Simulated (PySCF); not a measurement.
**A gas-phase reaction: Cl2GeH2 + Br2 → BrCl2GeH + BrH**

Wanted: the reaction energy for `[Cl][GeH2][Cl]` + `BrBr` → `[Cl][GeH]([Cl])[Br]` + `Br`.

Programs: PySCF 2.14.0. All values are calculated, for the isolated system unless a continuum is named. Atoms count from 0, parts from 1.

### 1 Starting point

Each species was relaxed by itself at PBE0-D3(BJ)/def2-SVPD.

### 2 Reaction energy: wB97M-D3(BJ)/def2-TZVPD

Job settings and geometry (Å):

```
{"job": {"kind": "react", "xc": "wB97M-D3(BJ)", "basis": "def2-TZVPD"}, "charge": 0, "multiplicity": 1}
-1 Cl2GeH2 charge 0 multiplicity 1
Cl     1.004520     0.156770     1.785690
Ge     0.085730    -0.071420    -0.154780
Cl    -1.940960     0.660930    -0.016960
H      0.841140     0.819680    -1.138200
H      0.025320    -1.563850    -0.472510

-1 Br2 charge 0 multiplicity 1
Br     1.150530     0.003280     0.003730
Br    -1.150790    -0.014370    -0.001080

+1 BrCl2GeH charge 0 multiplicity 1
Cl    -1.348250    -1.472780    -0.686600
Ge     0.007680    -0.015290     0.116650
Cl     1.951320    -0.388600    -0.715210
Br    -0.680160     2.062360    -0.532370
H      0.059400    -0.137450     1.635840

+1 BrH charge 0 multiplicity 1
Br     0.715010     0.010670     0.002200
H     -0.708620    -0.007390    -0.002700
```

Level: wB97M-D3(BJ)/def2-TZVPD reaction energy of separated species, gas phase.

On the command line:

```bash
> OMP_NUM_THREADS=1 python cluster_run.py task.json out
```

One launch serves the whole session: the jobs run in the order shown.

**Question.** The jobs that follow are: PBE0-D3(BJ)/def2-TZVPD reaction energy of separated species, gas phase. Predict: reaction energy (wB97M-D3(BJ)/def2-TZVPD); ΔH, ΔG at 298 K (xTB thermal terms). Thermal terms come from harmonic xTB runs on each species.

As calculated:

```
                                                quantity                      value
               reaction energy (wB97M-D3(BJ)/def2-TZVPD)            -39.59 kcal/mol
                     ΔH, ΔG at 298 K (xTB thermal terms)      -39.9, -40.1 kcal/mol
range of the reaction energy over the runs of this table  -39.84 to -39.59 kcal/mol
```

What this shows: The reaction is exothermic by 39.9 kcal/mol in the gas phase; dispersion gives -0.56, and xTB itself gave -29.16 for the electronic energy (xTB energies and thermal terms come from the earlier relaxation of each species, not shown). No barrier was sought. xTB and this level differ widely in the electronic energy, so what comes from xTB (the thermal terms above all) is less safe here. The reaction energy runs from -39.84 (PBE0-D3(BJ)/def2-TZVPD) to -39.59 kcal/mol (wB97M-D3(BJ)/def2-TZVPD).
